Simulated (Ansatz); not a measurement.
# C: a line through a two-coordinate scan

How does the energy of C (Fd-3m, No. 227; 2 atoms in the cell) vary with strain +e along z and -e/2 along x and y, at strain +e along x and -e along y = 0.00 %?

Method: DFT LDA, scalar-relativistic, plane waves, PAW, in Ansatz 0.2.0.

8 further runs of the same task are left out: 8 set aside as unsound or not needed.

## (1) Starting point

It takes space group Fd-3m (No. 227, cubic). Conventional cell: a = 3.532 Å, b = 3.532 Å, c = 3.532 Å, α = 90.00°, β = 90.00°, γ = 90.00°. C (site symmetry -43m) is surrounded by 4 C at 1.53 Å.

Coordinates:

```cif
data_structure
_symmetry_space_group_name_H-M 'P 1'
_symmetry_Int_Tables_number 1
_cell_length_a 2.4972
_cell_length_b 2.4972
_cell_length_c 2.4972
_cell_angle_alpha 60.000
_cell_angle_beta 60.000
_cell_angle_gamma 60.000
_cell_volume 11.01
loop_
_atom_site_label
_atom_site_type_symbol
_atom_site_fract_x
_atom_site_fract_y
_atom_site_fract_z
_atom_site_occupancy
C1 C 0.50000 0.50000 0.50000 1
C2 C 0.75000 0.75000 0.75000 1
```

It is the result of an earlier relaxation at this level (volume 5.51 Å³/atom; gap on the mesh: 4.21 eV).

## (2) The scan

The energy is mapped over two homogeneous strains (x along [1 0 0], y along [0 1 0], z along [0 0 1] of the conventional cell).

The axes are (1) strain +e along x and -e along y: 9 values from −15.00 %; (2) strain +e along z and -e/2 along x and y: 9 values from −7.00 %.

Nothing else is relaxed (symmetry fixes all fractional coordinates). Energies count from the relaxed crystal. Points are written as (first, second).

## (3) Point (0.00 %, −7.00 %)

Contents of input.yaml:

```yaml
crystal:
  lattice:
    - [0.0, 1.8275720603, 1.6421661991]
    - [1.8275720603, 0.0, 1.6421661991]
    - [1.8275720603, 1.8275720603, 0.0]
  atoms:
    - { symbol: C, position: [0.5, 0.5, 0.5] }
    - { symbol: C, position: [0.75, 0.75, 0.75] }
basis:
  ecutwfc: 520.0
kpoints:
  mp_grid: { grid: [12, 12, 12] }
hamiltonian:
  xc: lda
  pseudopotentials: { kind: paw, azcp: { folder: soft_1 } }
scf:
  occupations: { method: gaussian, width: 0.05 }
output:
  forces: true
  stress: true
  eigenvalues: true
```

Run with:

```console
> ansatz run input.yaml --threads 1 --pin off --max-ram 2048MiB --backend cpu --events-out ev --progress --plain --runs-dir out
```

The program printed (excerpt; [...] marks lines left out):

```text
Warning: <dir> the record states the generating functional pbe (its physics header spells it `PBE`), which answers neither for hamiltonian.xc's functional nor for the lda family's — results may be inconsistent (PPs are generated against a specific XC)
Warning: RAYON_NUM_THREADS=1 ignored (pool sized by the plan → 1); use --threads N
[...]
Pseudopotentials: kind: paw
Pseudopotential: C, paw, valence charge 4, recommended cutoff 420 eV (normal), <dir>
Functional definition: SPW92
[...]
Crystal: 2 atoms, lattice volume = 10.970 Å³
Basis set: ecut = 520 eV, 307 PW (Γ)
Bands: 8, of which v1, the nominal top of the filled ones, is band 4 counted from 1 (3 counted from 0)
Symmetry: 16 space group operations
Space group: I41/amd (ITA 141), of the structure as read, at distance tolerance 2.2e-5 Å
k-points: 163 of 1728
[...]
SCF iter   1: F=—  HF=-486.479623 eV  |F-HF|=—  |Δ(HF+E_count)|=         —  Δρ=1.46e-1  dr2=1.66e0  ethr=3.10e-3  ⟨swp⟩=4.5  Hψ=8369  notcnv=0
[...]
SCF iter   6: F=-485.762863 eV  HF=-485.762863 eV  |F-HF|=1.25e-12  |Δ(HF+E_count)|=   4.87e-9  Δρ=3.33e-7  dr2=3.44e-12  ethr=1.14e-10  ⟨swp⟩=2.4  Hψ=4930  notcnv=0
[...]
SCF converged after 6 iterations
Free energy (F): -485.762863 eV
[...]
E sigma→0 (E₀):  -485.762863 eV
Fermi energy:    15.477182 eV
[...]
--- Forces (eV/Å), atoms counted from 1 ---
  atom   1  C      0.00000000     0.00000000     0.00000000
  atom   2  C      0.00000000     0.00000000     0.00000000
[...]
--- Stress (GPa, compression-positive) ---
      -28.523739       0.000000       0.000000
        0.000000     -28.523739       0.000000
        0.000000       0.000000      62.652662
  P = ⅓ Tr σ = 1.8684 GPa (18.684 kbar)
--- Band table (eV; the first three rows and the last of 163) ---
  k-point 0: bands = ["-8.0662", "13.2297", "13.2297", "14.6967", "18.5912", "19.9094", "19.9094", "27.8422"]
[...]
```

It took 1.1 s on 1 thread of Arm Neoverse V2, shared host; peak memory 0.26 GiB.

On the map this point reads 116 meV/atom.

## (4) Grid point (0.00 %, −5.25 %)

Changes to input.yaml since step 3:

```diff
@@ -2,5 +2,5 @@
   lattice:
-    - [0.0, 1.8275720603, 1.6421661991]
-    - [1.8275720603, 0.0, 1.6421661991]
-    - [1.8275720603, 1.8275720603, 0.0]
+    - [0.0, 1.8121215719, 1.673067176]
+    - [1.8121215719, 0.0, 1.673067176]
+    - [1.8121215719, 1.8121215719, 0.0]
   atoms:
```

Run with:

```console
> ansatz run input.yaml --threads 1 --pin off --max-ram 2048MiB --backend cpu --events-out ev --progress --plain --runs-dir out
```

The program printed (excerpt; [...] marks lines left out):

```text
[...]
SCF converged after 6 iterations
Free energy (F): -485.863130 eV
[...]
E sigma→0 (E₀):  -485.863130 eV
Fermi energy:    15.541105 eV
[...]
--- Forces (eV/Å), atoms counted from 1 ---
  atom   1  C      0.00000000    -0.00000000     0.00000000
  atom   2  C     -0.00000000     0.00000000     0.00000000
[...]
--- Stress (GPa, compression-positive) ---
      -22.320094       0.000000       0.000000
        0.000000     -22.320094       0.000000
        0.000000       0.000000      47.795883
  P = ⅓ Tr σ = 1.0519 GPa (10.519 kbar)
--- Band table (eV; the first three rows and the last of 163) ---
  k-point 0: bands = ["-8.0818", "13.3061", "13.3061", "14.4322", "18.7199", "19.7047", "19.7047", "27.8160"]
[...]
```

Wall time 1.1 s (1 thread of Arm Neoverse V2, shared host); peak memory 0.26 GiB.

Energy on the map's scale: 66 meV/atom.

## (5) The run at (0.00 %, −3.50 %)

Changes to input.yaml since step 4:

```diff
@@ -2,5 +2,5 @@
   lattice:
-    - [0.0, 1.8121215719, 1.673067176]
-    - [1.8121215719, 0.0, 1.673067176]
-    - [1.8121215719, 1.8121215719, 0.0]
+    - [0.0, 1.7966710835, 1.7039681529]
+    - [1.7966710835, 0.0, 1.7039681529]
+    - [1.7966710835, 1.7966710835, 0.0]
   atoms:
```

Run with:

```console
> ansatz run input.yaml --threads 1 --pin off --max-ram 2048MiB --backend cpu --events-out ev --progress --plain --runs-dir out
```

The program printed (excerpt; [...] marks lines left out):

```text
[...]
SCF converged after 6 iterations
Free energy (F): -485.935853 eV
[...]
E sigma→0 (E₀):  -485.935853 eV
Fermi energy:    15.604782 eV
[...]
--- Forces (eV/Å), atoms counted from 1 ---
  atom   1  C     -0.00000000     0.00000000     0.00000000
  atom   2  C     -0.00000000     0.00000000     0.00000000
[...]
--- Stress (GPa, compression-positive) ---
      -15.498689       0.000000       0.000000
        0.000000     -15.498689       0.000000
        0.000000       0.000000      32.403055
  P = ⅓ Tr σ = 0.4686 GPa (4.686 kbar)
--- Band table (eV; the first three rows and the last of 163) ---
  k-point 0: bands = ["-8.0928", "13.3986", "13.3986", "14.1677", "18.8748", "19.5286", "19.5286", "27.8006"]
[...]
```

Run time: 1.1 s. Hardware: 1 thread of Arm Neoverse V2, shared host; peak memory 0.26 GiB.

Energy on the map's scale: 30 meV/atom.

## (6) The run at (0.00 %, −1.75 %)

Changes to input.yaml since step 5:

```diff
@@ -2,5 +2,5 @@
   lattice:
-    - [0.0, 1.7966710835, 1.7039681529]
-    - [1.7966710835, 0.0, 1.7039681529]
-    - [1.7966710835, 1.7966710835, 0.0]
+    - [0.0, 1.781220595, 1.7348691297]
+    - [1.781220595, 0.0, 1.7348691297]
+    - [1.781220595, 1.781220595, 0.0]
   atoms:
```

Run with:

```console
> ansatz run input.yaml --threads 1 --pin off --max-ram 2048MiB --backend cpu --events-out ev --progress --plain --runs-dir out
```

The program printed (excerpt; [...] marks lines left out):

```text
Warning: <dir> the record states the generating functional pbe (its physics header spells it `PBE`), which answers neither for hamiltonian.xc's functional nor for the lda family's — results may be inconsistent (PPs are generated against a specific XC)
Warning: RAYON_NUM_THREADS=1 ignored (pool sized by the plan → 1); use --threads N
[...]
Pseudopotentials: kind: paw
Pseudopotential: C, paw, valence charge 4, recommended cutoff 420 eV (normal), <dir>
Functional definition: SPW92
[...]
Crystal: 2 atoms, lattice volume = 11.009 Å³
Basis set: ecut = 520 eV, 299 PW (Γ)
Bands: 8, of which v1, the nominal top of the filled ones, is band 4 counted from 1 (3 counted from 0)
Symmetry: 16 space group operations
Space group: I41/amd (ITA 141), of the structure as read, at distance tolerance 2.2e-5 Å
k-points: 163 of 1728
[...]
SCF iter   1: F=—  HF=-486.708920 eV  |F-HF|=—  |Δ(HF+E_count)|=         —  Δρ=1.47e-1  dr2=1.68e0  ethr=3.10e-3  ⟨swp⟩=4.6  Hψ=8403  notcnv=0
[...]
SCF iter   6: F=-485.980132 eV  HF=-485.980132 eV  |F-HF|=1.36e-12  |Δ(HF+E_count)|=   5.64e-9  Δρ=3.17e-7  dr2=2.51e-12  ethr=1.26e-10  ⟨swp⟩=2.4  Hψ=4825  notcnv=0
[...]
SCF converged after 6 iterations
Free energy (F): -485.980132 eV
[...]
E sigma→0 (E₀):  -485.980132 eV
Fermi energy:    15.668334 eV
[...]
--- Forces (eV/Å), atoms counted from 1 ---
  atom   1  C     -0.00000000    -0.00000000     0.00000000
  atom   2  C      0.00000000    -0.00000000     0.00000000
[...]
--- Stress (GPa, compression-positive) ---
       -8.058459       0.000000       0.000000
        0.000000      -8.058459       0.000000
        0.000000       0.000000      16.469331
  P = ⅓ Tr σ = 0.1175 GPa (1.175 kbar)
--- Band table (eV; the first three rows and the last of 163) ---
  k-point 0: bands = ["-8.0994", "13.5078", "13.5078", "13.9019", "19.0548", "19.3803", "19.3803", "27.7939"]
[...]
```

Wall time 1.2 s (1 thread of Arm Neoverse V2, shared host); peak memory 0.25 GiB.

That is 7 meV/atom from the zero.

## (7) Grid point (0.00 %, 3.50 %)

Changes to input.yaml since step 6:

```diff
@@ -2,5 +2,5 @@
   lattice:
-    - [0.0, 1.781220595, 1.7348691297]
-    - [1.781220595, 0.0, 1.7348691297]
-    - [1.781220595, 1.781220595, 0.0]
+    - [0.0, 1.7348691297, 1.8275720603]
+    - [1.7348691297, 0.0, 1.8275720603]
+    - [1.7348691297, 1.7348691297, 0.0]
   atoms:
```

Run with:

```console
> ansatz run input.yaml --threads 1 --pin off --max-ram 2048MiB --backend cpu --events-out ev --progress --plain --runs-dir out
```

The program printed (excerpt; [...] marks lines left out):

```text
[...]
SCF converged after 6 iterations
Free energy (F): -485.933616 eV
[...]
E sigma→0 (E₀):  -485.933616 eV
Fermi energy:    15.708621 eV
[...]
--- Forces (eV/Å), atoms counted from 1 ---
  atom   1  C     -0.00000000     0.00000000     0.00000000
  atom   2  C      0.00000000     0.00000000    -0.00000000
[...]
--- Stress (GPa, compression-positive) ---
       17.960835       0.000000      -0.000000
        0.000000      17.960835      -0.000000
       -0.000000      -0.000000     -34.483027
  P = ⅓ Tr σ = 0.4795 GPa (4.795 kbar)
--- Band table (eV; the first three rows and the last of 163) ---
  k-point 0: bands = ["-8.0930", "13.0887", "13.9381", "13.9381", "19.0950", "19.0950", "19.7366", "27.7843"]
[...]
```

Run time: 1.1 s. Hardware: 1 thread of Arm Neoverse V2, shared host; peak memory 0.26 GiB.

That is 31 meV/atom from the zero.

## (8) The run at (0.00 %, 5.25 %)

Changes to input.yaml since step 7:

```diff
@@ -2,5 +2,5 @@
   lattice:
-    - [0.0, 1.7348691297, 1.8275720603]
-    - [1.7348691297, 0.0, 1.8275720603]
-    - [1.7348691297, 1.7348691297, 0.0]
+    - [0.0, 1.7194186413, 1.8584730372]
+    - [1.7194186413, 0.0, 1.8584730372]
+    - [1.7194186413, 1.7194186413, 0.0]
   atoms:
```

Run with:

```console
> ansatz run input.yaml --threads 1 --pin off --max-ram 2048MiB --backend cpu --events-out ev --progress --plain --runs-dir out
```

The program printed (excerpt; [...] marks lines left out):

```text
Warning: <dir> the record states the generating functional pbe (its physics header spells it `PBE`), which answers neither for hamiltonian.xc's functional nor for the lda family's — results may be inconsistent (PPs are generated against a specific XC)
Warning: RAYON_NUM_THREADS=1 ignored (pool sized by the plan → 1); use --threads N
[...]
Pseudopotentials: kind: paw
Pseudopotential: C, paw, valence charge 4, recommended cutoff 420 eV (normal), <dir>
Functional definition: SPW92
[...]
Crystal: 2 atoms, lattice volume = 10.989 Å³
Basis set: ecut = 520 eV, 299 PW (Γ)
Bands: 8, of which v1, the nominal top of the filled ones, is band 4 counted from 1 (3 counted from 0)
Symmetry: 16 space group operations
Space group: I41/amd (ITA 141), of the structure as read, at distance tolerance 2.2e-5 Å
k-points: 163 of 1728
[...]
SCF iter   1: F=—  HF=-486.578813 eV  |F-HF|=—  |Δ(HF+E_count)|=         —  Δρ=1.47e-1  dr2=1.67e0  ethr=3.10e-3  ⟨swp⟩=4.6  Hψ=8413  notcnv=0
[...]
SCF iter   6: F=-485.855601 eV  HF=-485.855601 eV  |F-HF|=9.09e-13  |Δ(HF+E_count)|=   5.35e-9  Δρ=3.25e-7  dr2=3.03e-12  ethr=1.24e-10  ⟨swp⟩=2.5  Hψ=4981  notcnv=0
[...]
SCF converged after 6 iterations
Free energy (F): -485.855601 eV
[...]
E sigma→0 (E₀):  -485.855601 eV
Fermi energy:    15.726085 eV
[...]
--- Forces (eV/Å), atoms counted from 1 ---
  atom   1  C     -0.00000000     0.00000000     0.00000000
  atom   2  C     -0.00000000     0.00000000     0.00000000
[...]
--- Stress (GPa, compression-positive) ---
       27.856161       0.000000       0.000000
        0.000000      27.856161      -0.000000
        0.000000       0.000000     -52.451173
  P = ⅓ Tr σ = 1.0870 GPa (10.870 kbar)
--- Band table (eV; the first three rows and the last of 163) ---
  k-point 0: bands = ["-8.0826", "12.8108", "14.1166", "14.1166", "19.0511", "19.0511", "20.0087", "27.7599"]
[...]
```

It took 1.1 s on 1 thread of Arm Neoverse V2, shared host; peak memory 0.26 GiB.

On the map this point reads 70 meV/atom.

## (9) The run at (0.00 %, 7.00 %)

Changes to input.yaml since step 8:

```diff
@@ -2,5 +2,5 @@
   lattice:
-    - [0.0, 1.7194186413, 1.8584730372]
-    - [1.7194186413, 0.0, 1.8584730372]
-    - [1.7194186413, 1.7194186413, 0.0]
+    - [0.0, 1.7039681529, 1.8893740141]
+    - [1.7039681529, 0.0, 1.8893740141]
+    - [1.7039681529, 1.7039681529, 0.0]
   atoms:
```

Run with:

```console
> ansatz run input.yaml --threads 1 --pin off --max-ram 2048MiB --backend cpu --events-out ev --progress --plain --runs-dir out
```

The program printed (excerpt; [...] marks lines left out):

```text
Warning: <dir> the record states the generating functional pbe (its physics header spells it `PBE`), which answers neither for hamiltonian.xc's functional nor for the lda family's — results may be inconsistent (PPs are generated against a specific XC)
Warning: RAYON_NUM_THREADS=1 ignored (pool sized by the plan → 1); use --threads N
[...]
Pseudopotentials: kind: paw
Pseudopotential: C, paw, valence charge 4, recommended cutoff 420 eV (normal), <dir>
Functional definition: SPW92
[...]
Crystal: 2 atoms, lattice volume = 10.972 Å³
Basis set: ecut = 520 eV, 299 PW (Γ)
Bands: 8, of which v1, the nominal top of the filled ones, is band 4 counted from 1 (3 counted from 0)
Symmetry: 16 space group operations
Space group: I41/amd (ITA 141), of the structure as read, at distance tolerance 2.2e-5 Å
k-points: 163 of 1728
[...]
SCF iter   1: F=—  HF=-486.463554 eV  |F-HF|=—  |Δ(HF+E_count)|=         —  Δρ=1.47e-1  dr2=1.66e0  ethr=3.10e-3  ⟨swp⟩=4.5  Hψ=8414  notcnv=0
[...]
SCF iter   6: F=-485.745079 eV  HF=-485.745079 eV  |F-HF|=7.39e-13  |Δ(HF+E_count)|=   5.24e-9  Δρ=2.92e-7  dr2=2.86e-12  ethr=1.30e-10  ⟨swp⟩=2.5  Hψ=4946  notcnv=0
[...]
SCF converged after 6 iterations
Free energy (F): -485.745079 eV
[...]
E sigma→0 (E₀):  -485.745079 eV
Fermi energy:    15.764108 eV
[...]
--- Forces (eV/Å), atoms counted from 1 ---
  atom   1  C      0.00000000     0.00000000     0.00000000
  atom   2  C     -0.00000000     0.00000000     0.00000000
[...]
--- Stress (GPa, compression-positive) ---
       38.356702       0.000000       0.000000
        0.000000      38.356702       0.000000
        0.000000       0.000000     -70.866993
  P = ⅓ Tr σ = 1.9488 GPa (19.488 kbar)
--- Band table (eV; the first three rows and the last of 163) ---
  k-point 0: bands = ["-8.0680", "12.5296", "14.3128", "14.3128", "19.0321", "19.0321", "20.3021", "27.7055"]
[...]
```

Wall time 1.2 s (1 thread of Arm Neoverse V2, shared host); peak memory 0.26 GiB.

On the map this point reads 125 meV/atom.

## (10) Results

| strain +e along z and -e/2 along x and y (%) | step | energy (meV/atom) | slope (meV/atom per %) | pressure (GPa) | band gap on the k-mesh (eV) |
| --- | --- | --- | --- | --- | --- |
| −7.00 | 3 | 116 | −32 | 1.87 | 1.56 |
| −5.25 | 4 | 66 | −25 | 1.05 | 2.22 |
| −3.50 | 5 | 30 | −17 | 0.47 | 2.88 |
| −1.75 | 6 | 7 | −9 | 0.12 | 3.53 |
| 0.00 | – | 0 | 0 | 0.00 | 4.21 |
| 1.75 | – | 8 | 9 | 0.12 | 3.87 |
| 3.50 | 7 | 31 | 18 | 0.48 | 3.54 |
| 5.25 | 8 | 70 | 27 | 1.09 | 3.22 |
| 7.00 | 9 | 125 | 36 | 1.95 | 2.90 |

Energies count from the relaxed crystal. Rows without a step come from runs not printed here or follow by symmetry. Slopes come from the forces (and the stress, where the cell changes), not from differences of energies.

In words: Along the line the energy is lowest at 0.00 %, 0 meV/atom from the zero. Energies and slopes round the minimum, fitted together, put the minimum at 0.000 %, with a curvature of about 4.9 meV/atom per %². Divided by the reference volume, that is a stiffness of about 1400 GPa for this pattern of strain. The highest point computed, at 7.00 %, lies 125 meV/atom above the lowest. This is one cut through a surface in two coordinates; it holds the lowest point sampled, which need not be a minimum. The gap on the mesh closes on part of the grid.

These are semilocal Kohn-Sham gaps, which aren't the measured quantity. Such gaps usually fall short of the measured ones.
